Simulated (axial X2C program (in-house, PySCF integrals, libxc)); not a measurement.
# CoCl: properties at the nuclei

Wanted for CoCl: properties at the nuclei, at the two-component level.

The runs use an in-house X2C program for linear molecules on PySCF integrals; two-component X2C with atomic mean-field terms, Co dyall-cv3z, Cl dyall-av3z.

All values are calculated.

## Step 1: The job

File task.json:

```json
{"zs": [27, 17], "q": 0, "bas": ["dyall-cv3z", "dyall-av3z"], "r0": 2.1, "levels": ["PBE0", "HF", "LDA", "BP86", "TPSSh"], "nst": 3}
```

Keys: zs atomic numbers; q charge; bas basis sets; r0 starting distance in Å; levels methods (HF also brings MP2); nst determinants followed.

Command:

```sh
> python soeom.py task.json out
```

Further steps of the session: Expectation values, lowest determinant; Expectation values, a higher determinant; Expectation values, a higher determinant.

Q: Predict the outcome of this session. Wanted: lowest determinant; Eeff magnitude; Ws magnitude Co; A∥/gI Co; qzz Co; higher determinant (for each run or level that gives them).

As calculated:

```
                                        quantity                                            value
                              lowest determinant   Ω = 4 (excess of +ω over −ω: ω = 3/2, ω = 5/2)
                    Eeff magnitude (GV/cm), PBE0                                            0.498
                     Ws magnitude Co (kHz), PBE0                                            0.039
                            A∥/gI Co (MHz), PBE0                                              267
                             qzz Co (a.u.), PBE0                                            -0.71
                              higher determinant  Ω = 1 (excess of +ω over −ω: ω = -1/2, ω = 3/2)
Eeff magnitude (GV/cm), PBE0, higher determinant                                            0.296
 Ws magnitude Co (kHz), PBE0, higher determinant                                           0.0727
        A∥/gI Co (MHz), PBE0, higher determinant                                             11.7
         qzz Co (a.u.), PBE0, higher determinant                                             2.67
                              higher determinant   Ω = 3 (excess of +ω over −ω: ω = 1/2, ω = 5/2)
Eeff magnitude (GV/cm), PBE0, higher determinant                                            0.228
 Ws magnitude Co (kHz), PBE0, higher determinant                                           0.0216
        A∥/gI Co (MHz), PBE0, higher determinant                                              474
         qzz Co (a.u.), PBE0, higher determinant                                            -0.31
```

In words: In the first state, the effective field runs from 0.325 to 1.65 GV/cm over the mean-field levels, so the levels don't agree on it. The expectation values come from single determinants, which for open shells can mix terms of unlike spin or miss the lowest Ω, so a determinant need not be a state. Eeff is the effective electric field on the electron dipole moment in this Ω state and Ws the scalar–pseudoscalar constant (defined with the proton number Z and per Ω); A∥ is the parallel hyperfine constant, which follows by multiplying with the nuclear g factor gI = μI/(I μN); qzz is the electric field gradient, eQq0 = 234.96 MHz × Q/barn × qzz; μ is positive if Cl is the positive end. The operators were transformed with the bare-nucleus X2C matrices. A second determinant lies within 0.1 eV of the first.
